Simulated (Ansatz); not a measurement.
# Hf2SnSe6: the cost of one run

Program: Ansatz 0.2.0. Level of theory: DFT PBE, scalar-relativistic, plane waves, PAW. These are calculated values, not measurements.

## 1. The starting structure

It takes space group R-3 (No. 148, trigonal). Conventional cell: a = 6.612 Å, b = 6.612 Å, c = 21.547 Å, α = 90.00°, β = 90.00°, γ = 120.00°. Around Hf (site symmetry 3) lie 6 Se at 2.70 Å. Around Sn (site symmetry -3) lie 6 Se at 2.75 Å. Around Se (site symmetry 1) lie 2 Hf at 2.70 Å and 1 Sn at 2.75 Å.

Structure file:

```
CELL_PARAMETERS angstrom
3.30594 1.90868 7.18236
-3.30594 1.90868 7.18236
0.00000 -3.81737 7.18235
ATOMIC_POSITIONS crystal
Hf 0.16665 0.16665 0.16665
Hf 0.83335 0.83335 0.83335
Sn 0.50000 0.50000 0.50000
Se 0.23405 0.57367 0.91318
Se 0.91318 0.23405 0.57367
Se 0.57367 0.91318 0.23405
Se 0.76595 0.42633 0.08682
Se 0.42633 0.08682 0.76595
Se 0.08682 0.76595 0.42633
```

The cell was relaxed beforehand at this level, from a generated guess; it is a trial structure. At a tolerance of 0.02 Å it has space group R-3 (No. 148); it has 30.21 Å³/atom, an uncorrected energy of -0.96 eV/atom over the elements.

## 2. Bands, states and charges

The input, input.yaml:

```yaml
crystal:
  lattice:
    - [3.3059391035, 1.9086848147, 7.1823550044]
    - [-3.3059391035, 1.9086848147, 7.1823550044]
    - [0.0, -3.8173696793, 7.1823549911]
  atoms:
    - { symbol: Hf, position: [0.166649, 0.166649, 0.166649] }
    - { symbol: Hf, position: [0.833351, 0.833351, 0.833351] }
    - { symbol: Sn, position: [0.5, 0.5, 0.5] }
    - { symbol: Se, position: [0.23405, 0.573666, 0.913181] }
    - { symbol: Se, position: [0.913181, 0.23405, 0.573666] }
    - { symbol: Se, position: [0.573666, 0.913181, 0.23405] }
    - { symbol: Se, position: [0.76595, 0.426334, 0.086819] }
    - { symbol: Se, position: [0.426334, 0.086819, 0.76595] }
    - { symbol: Se, position: [0.086819, 0.76595, 0.426334] }
basis:
  ecutwfc: 420
kpoints:
  mp_grid: { grid: [6, 6, 6] }
  band_path:
    path:
      - [[0.0, 0.0, 0.0], [-0.5, -0.5, -0.5], [-0.5, -0.21374743, -0.78625257]]
      - [[-0.21374743, 0.21374743, -0.5], [0.0, 0.0, -0.5], [0.0, 0.0, 0.0], [0.0, 0.35687371, -0.35687371]]
      - [[-0.35687371, 0.0, -0.64312629], [-0.5, 0.0, -0.5], [0.0, 0.0, 0.0]]
    npoints: 14
hamiltonian:
  xc: pbe
scf:
  occupations: { method: gaussian, width: 0.01 }
  n_extra_bands: 22
output:
  forces: true
  stress: true
  eigenvalues: true
  populations: true
  dos: { projected: true, de: 0.02, nscf_kmesh: { grid: [8, 8, 8] } }
  bader: true
```

On the command line:

```bash
ansatz run input.yaml --threads 4 --pin off --max-ram 8192MiB --backend cpu --events-out ev --progress --plain --runs-dir out
```

Q: Estimate wall time and peak memory on 4 threads of Arm Neoverse V2, shared host.

About 1.7 min, with a peak of 2.1 GiB.
